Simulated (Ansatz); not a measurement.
# CH₆HfO₃S: a ladder of functionals and wavefunction methods

An exercise on one series of results from a longer session: the logs are not shown, and one member is left open.

The runs use Ansatz 0.2.0, Gaussian basis; functionals in def2-TZVPP, the program's frozen cores in correlated methods.

Plan: LDA (SPW92), PBE-D4, revPBE-D4, BLYP-D4, r2SCAN-D4, B97M-V, PBE0-D4, B3LYP-D4, r2SCANh-D4, r2SCAN0-D4, HSE06-D4, BHLYP-D4, CAM-B3LYP-D4, LC-ωPBE, ωB97X-V, ωB97M-V, B2PLYP, PBE-QIDH; CCSD(T)/def2-SVP; MP2/def2-TZVPP; MP2/def2-QZVPP; RPA on PBE.

## The geometry

An earlier PBE0-D4 in a triple-zeta def2 set relaxation fixed the geometry. Hf takes the def2 core potential; no spin-orbit term is included.

SMILES `C[S][Hf]([OH])([OH])[OH]`, 12 atoms, charge 0, spin multiplicity 1.

Atoms are counted from 1 here; the program's logs count them from 0.

Bond lengths: C1–S2 1.827 Å, C1–H7 1.090 Å, C1–H8 1.091 Å, C1–H9 1.090 Å, S2–Hf3 2.459 Å, Hf3–O4 1.929 Å, Hf3–O5 1.919 Å, Hf3–O6 1.925 Å, O4–H10 0.952 Å, O5–H11 0.952 Å, O6–H12 0.951 Å. Angles: S2–C1–H7 107.5°, S2–C1–H8 111.7°, S2–C1–H9 111.0°, H7–C1–H8 108.2°, H7–C1–H9 108.7°, H8–C1–H9 109.7°, C1–S2–Hf3 98.0°, S2–Hf3–O4 107.7°, S2–Hf3–O5 105.8°, S2–Hf3–O6 108.1°, O4–Hf3–O5 112.6°, O4–Hf3–O6 108.7°, O5–Hf3–O6 113.5°, Hf3–O4–H10 154.2°, Hf3–O5–H11 159.9°, Hf3–O6–H12 159.4°.

The first run:

Input file in.yaml:

```yaml
crystal:
  periodic: [false, false, false]
  atoms:
    - {symbol: C, position_ang: [-2.013815, 0.129772, 1.020139]}
    - {symbol: S, position_ang: [-1.369864, -1.241418, -0.000317]}
    - {symbol: Hf, position_ang: [0.818788, -0.263223, -0.547246]}
    - {symbol: O, position_ang: [1.758772, 0.037688, 1.109987]}
    - {symbol: O, position_ang: [1.698895, -1.544836, -1.672695]}
    - {symbol: O, position_ang: [0.518476, 1.434336, -1.404200]}
    - {symbol: H, position_ang: [-2.932999, -0.216753, 1.492310]}
    - {symbol: H, position_ang: [-1.311581, 0.411225, 1.806161]}
    - {symbol: H, position_ang: [-2.243445, 0.999730, 0.404960]}
    - {symbol: H, position_ang: [2.365818, -0.194562, 1.805268]}
    - {symbol: H, position_ang: [2.128315, -1.918980, -2.435070]}
    - {symbol: H, position_ang: [0.582650, 2.367031, -1.579286]}
basis:
  gaussian: {orbitals: def2-TZVPP}
hamiltonian: {xc: lda}
output: {orbitals: {seedname: orbitals}}
```

The run is started by

```
ansatz run in.yaml --threads 4 --pin off --events-out ev --progress --plain --max-ram 11315MiB
```

Among the steps run: LDA; PBE-D4 (GGA); revPBE-D4 (GGA); BLYP-D4 (GGA); r2SCAN-D4 (meta-GGA); B97M-V (meta-GGA); B3LYP-D4 (hybrid); r2SCANh-D4 (hybrid); r2SCAN0-D4 (hybrid); HSE06-D4 (hybrid); BHLYP-D4 (hybrid); CAM-B3LYP-D4 (range-separated); LC-ωPBE (range-separated); ωB97X-V (range-separated); ωB97M-V (range-separated); B2PLYP (double hybrid); PBE-QIDH (double hybrid).

One table of the session follows, with a row left open; its other results are not shown here.

It belongs to the step «Orbital energies across the functionals». 

| functional | HOMO (eV) | gap (eV) |
| --- | --- | --- |
| LDA (SPW92) | ? | ? |
| PBE-D4 | -5.23 | 4.24 |
| revPBE-D4 | -5.17 | 4.30 |
| BLYP-D4 | -5.06 | 4.20 |
| r2SCAN-D4 | -5.48 | 4.74 |
| B97M-V | -5.55 | 4.76 |
| PBE0-D4 | -6.42 | 6.30 |
| B3LYP-D4 | -6.18 | 5.79 |
| r2SCANh-D4 | -5.93 | 5.50 |
| r2SCAN0-D4 | -6.59 | 6.64 |
| HSE06-D4 | -6.02 | 5.54 |
| BHLYP-D4 | -7.47 | 7.92 |
| CAM-B3LYP-D4 | -7.71 | 8.29 |
| LC-ωPBE | -9.07 | 10.81 |
| ωB97X-V | -8.73 | 10.28 |
| ωB97M-V | -8.58 | 9.65 |

Estimate the missing values for LDA (SPW92).

As computed: HOMO (eV): -5.36; gap (eV): 4.12. In the column «HOMO (eV)» it lies between r2SCAN-D4 (-5.48) and PBE-D4 (-5.23).
